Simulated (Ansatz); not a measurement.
# F₂H₄SSi₂: a saddle search

Does the minimum-mode search get back to a saddle from here?

Computed with Ansatz 0.2.0, Gaussian basis. Level: CAM-B3LYP-D4/def2-TZVP.

1 further run of the same task is left out (it didn't finish). Runs told in other sessions of the task aren't counted.

## Step 1: The starting structure

The start, a known saddle point with all atoms moved at random by about 0.06 Å a coordinate: 9 atoms, charge 0, spin multiplicity 1.

Atoms are counted from 1 here; the program's logs count them from 0.

Bond lengths: Si1–Si2 2.243 Å, Si1–S3 1.988 Å, Si1–F5 1.657 Å, Si1–F6 1.546 Å, Si2–H8 1.556 Å, Si2–H9 1.618 Å, H4–H7 0.740 Å. Angles: Si2–Si1–S3 87.6°, Si2–Si1–F5 108.8°, Si2–Si1–F6 110.6°, S3–Si1–F5 117.6°, S3–Si1–F6 123.3°, F5–Si1–F6 106.6°, Si1–Si2–H8 130.7°, Si1–Si2–H9 119.8°, H8–Si2–H9 108.7°.

Geometry (Å):

```xyz
9
charge 0, multiplicity 1
Si   -1.1037    0.4485    0.9235
Si    0.4115   -0.7836   -0.1798
S    -1.3404    1.5024   -0.7454
H     1.0615    0.8221   -1.0856
F    -2.3515   -0.5347    1.3941
F    -0.4911    1.0329    2.2170
H     1.6777    0.4159   -1.1449
H     1.8703   -1.1715    0.1958
H    -0.0406   -1.6503   -1.4696
```

## Step 2: The search

The input, run/in.yaml:

```yaml
crystal:
  periodic: [false, false, false]
  atoms:
    - {symbol: Si, position_ang: [-1.103718, 0.448503, 0.923543]}
    - {symbol: Si, position_ang: [0.411463, -0.783594, -0.179815]}
    - {symbol: S, position_ang: [-1.340412, 1.502410, -0.745421]}
    - {symbol: H, position_ang: [1.061550, 0.822056, -1.085567]}
    - {symbol: F, position_ang: [-2.351460, -0.534669, 1.394125]}
    - {symbol: F, position_ang: [-0.491066, 1.032888, 2.217049]}
    - {symbol: H, position_ang: [1.677718, 0.415902, -1.144882]}
    - {symbol: H, position_ang: [1.870264, -1.171504, 0.195782]}
    - {symbol: H, position_ang: [-0.040641, -1.650320, -1.469598]}
basis:
  gaussian: {orbitals: def2-TZVP}
hamiltonian: {xc: {name: CAM-B3LYP}, dispersion: d4}
saddle:
  f_tol: 0.02
  max_steps: 40
  mode_guess:
    - [-0.0442, -0.2166, 0.1540]
    - [-0.2111, 0.0848, -0.0874]
    - [0.1573, -0.4772, -0.0716]
    - [0.4671, 0.1960, -0.0363]
    - [-0.2061, 0.0533, 0.2539]
    - [-0.0773, 0.0665, 0.0292]
    - [0.2987, 0.1041, -0.0945]
    - [-0.1764, 0.1769, -0.1278]
    - [-0.2080, 0.0121, -0.0194]
```

On the command line:

```
ansatz run in.yaml --threads 4 --pin off --events-out ev --progress --plain --max-ram 9574MiB
```

Q: Predict the outcome of this session. Wanted: energy change; last largest force; RMSD from the start; RMSD from the known saddle.

**Answer**, as computed:

```
                  quantity         value
                     steps            11
             energy change  -37.7 kJ/mol
        last largest force   0.0062 eV/Å
       RMSD from the start       0.087 Å
RMSD from the known saddle       0.053 Å
```

What this shows: It converged in 11 steps at a force tolerance of 0.02 eV/Å. It is back at the known saddle, up to the shift that another level brings.
